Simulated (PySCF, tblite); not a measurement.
# C4H12ClFSi2: geometry, infrared bands and NMR shifts

Wanted: the infrared bands and NMR shifts of C4H12ClFSi2 (`FC[C@H](Cl)[SiH2]CC[SiH3]`), by calculation.

The runs use tblite 0.8.0 and PySCF 2.14.0, with density-fitted response routines of our own; the level of theory stands in each step. All values are computed, except where a source is named. Atoms are numbered from 0 throughout.

### Step 1. The starting structure

20 atoms, charge 0, multiplicity 1; geometry from: force field or distance geometry start.

Bonds of the start (Å): F0–C1 1.38, C1–C2 1.52, C2–Cl3 1.78, C2–Si4 1.87, Si4–C5 1.86, C5–C6 1.50, C6–Si7 1.89, C1–H8 1.13, C1–H9 1.12, C2–H10 1.12, Si4–H11 1.46, Si4–H12 1.45, C5–H13 1.11, C5–H14 1.12, C6–H15 1.11, C6–H16 1.10, Si7–H17 1.48, Si7–H18 1.48, Si7–H19 1.45.

### Step 2. Optimising the geometry with GFN2-xTB

What the job is given:

```
{"job": {"kind": "relax", "xc": "GFN2-xTB", "basis": "xTB"}, "charge": 0, "multiplicity": 1}
F     -3.808400    -0.960300    -0.248900
C     -3.370400     0.183900     0.386200
C     -2.054800     0.618300    -0.227900
Cl    -2.286500     0.990400    -1.951600
Si    -0.842700    -0.771500     0.078700
C      0.845000    -0.064600     0.398300
C      1.873300    -0.449200    -0.630300
Si     3.481500     0.380900    -0.069500
H     -3.208200    -0.019300     1.487600
H     -4.104700     1.018800     0.301700
H     -1.671700     1.536200     0.287200
H     -1.264700    -1.485900     1.279500
H     -0.873200    -1.702000    -1.037600
H      1.190100    -0.471400     1.374500
H      0.782200     1.048300     0.476500
H      2.062700    -1.542200    -0.566000
H      1.629400    -0.122800    -1.650500
H      3.188000     1.814000     0.126900
H      3.895000    -0.186400     1.234300
H      4.533100     0.195800    -1.052100
```

Launch:

```
$ OMP_NUM_THREADS=1 python probes_run.py task.json out
```

This one command runs all jobs of the session in turn.

**Question.** This job is followed by: GFN2-xTB harmonic vibrations, gas phase; GIAO PBE0/pcSseg-1 NMR shielding, non-relativistic, gas phase. What will the session give for the following? strongest single infrared mode (GFN2-xTB); zero-point energy (GFN2-xTB); 13C shifts against TMS (PBE0/pcSseg-1); 1H shifts against TMS (PBE0/pcSseg-1, means over atoms taken as alike); 19F shifts against CFCl3 (PBE0/pcSseg-1); 35Cl shifts against HCl (PBE0/pcSseg-1); 29Si shifts against TMS (PBE0/pcSseg-1); surface potential, 1st and 99th percentile.

**Answer**, as computed:

| quantity | value |
| --- | --- |
| strongest single infrared mode (GFN2-xTB) | 2247 cm⁻¹, 320 km/mol |
| zero-point energy (GFN2-xTB) | 89.7 kcal/mol |
| 13C shifts against TMS (PBE0/pcSseg-1) | 92.1, 53.2, 9.0, 5.1 ppm |
| 1H shifts against TMS (PBE0/pcSseg-1, means over atoms taken as alike) | 5.16, 5.00, 4.37, 4.24, 3.90, 3.25, 1.18, 0.71, 0.70, 0.69 ppm |
| 19F shifts against CFCl3 (PBE0/pcSseg-1) | -245.3 ppm |
| 35Cl shifts against HCl (PBE0/pcSseg-1) | 127 ppm |
| 29Si shifts against TMS (PBE0/pcSseg-1) | -33.9, -66.1 ppm |
| surface potential, 1st and 99th percentile | -0.98 V and 1.29 V |

In words: Over 204 steps the energy fell by 0.518 eV; of the close pairs, C2–Si4 changed most, 1.869 to 1.923 Å. All 54 modes are real, so the xTB geometry is a minimum. The strongest single mode, at 2247 cm⁻¹, moves mainly H18. GFN2-xTB is a fitted tight-binding method: band positions and strengths are rough. Its intensities can rank the bands wrongly. The most deshielded carbon is C1 (sp3 CH2 bonded to F), at 92.1 ppm: pulled downfield by the heteroatom. At PBE0/pcSseg-1: The widest tensor belongs to Cl3: span 445 ppm, with a paramagnetic part of -326 ppm.
